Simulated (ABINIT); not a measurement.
Runs of ABINIT 10.8.3 (patched build) on Sn3Se. The structure is cubic, space group Pm-3m (No. 221). The conventional cell has a = 4.742 Å, b = 4.742 Å, c = 4.742 Å, α = 90.00°, β = 90.00°, γ = 90.00°. Sn (site symmetry 4/mmm) is surrounded by 8 Sn at 3.35 Å and 4 Se at 3.35 Å. Se (site symmetry m-3m) is surrounded by 12 Sn at 3.35 Å. The cell comes from a database or a generator and needn't be the stable form of this composition.

```csv
task,level,potentials or basis,k mesh,cutoff (eV),smearing,fine-grid cutoff,mesh quality,gap on the mesh (eV),pressure (GPa),V0 of scaled cells (Å³/atom),B0 (GPa)
single point,PBEsol,PseudoDojo NC SR PBEsol v0.4.1 standard,6 × 6 × 6,1170,fermi-dirac 0.05 eV,-,not flagged,none,-2.6,-,-
equation of state,PBEsol,PseudoDojo NC SR PBEsol v0.4.1 standard,6 × 6 × 6,1170,fermi-dirac 0.05 eV,-,not flagged,-,-,25.30,(b)
single point,PBEsol,SG15 NC PBE v1.2,4 × 4 × 4,490,fixed,-,not flagged,none,-2.7,-,-
single point,PBE,SG15 NC PBE v1.2,4 × 4 × 4,490,fixed,-,not flagged,none,0.3,-,-
equation of state,r2SCAN,JTH PAW PBE v2.0,3 × 3 × 3,707,fermi-dirac 0.05 eV,1306.15 eV,coarse,-,-,(a),54
```

Alike in all rows: no spin polarisation; cell as given.

**Question.** Estimate the missing entries.

**Answer.** (a) 26.25; (b) 55.

Caveats: some runs use coarse meshes; pressures at fixed basis lie under the slope of the energies (some runs); the potentials were made for another functional, which shifts forces and pressure (some runs); the PAW data sets were made with another functional, which shifts forces and pressure a little (some runs).

A k mesh can miss the band edges, and the runs leave out spin-orbit coupling on Se, Sn.

A gap of «none» marks a metal or a gap under the smearing width.

Not every run made on this cell is shown here.
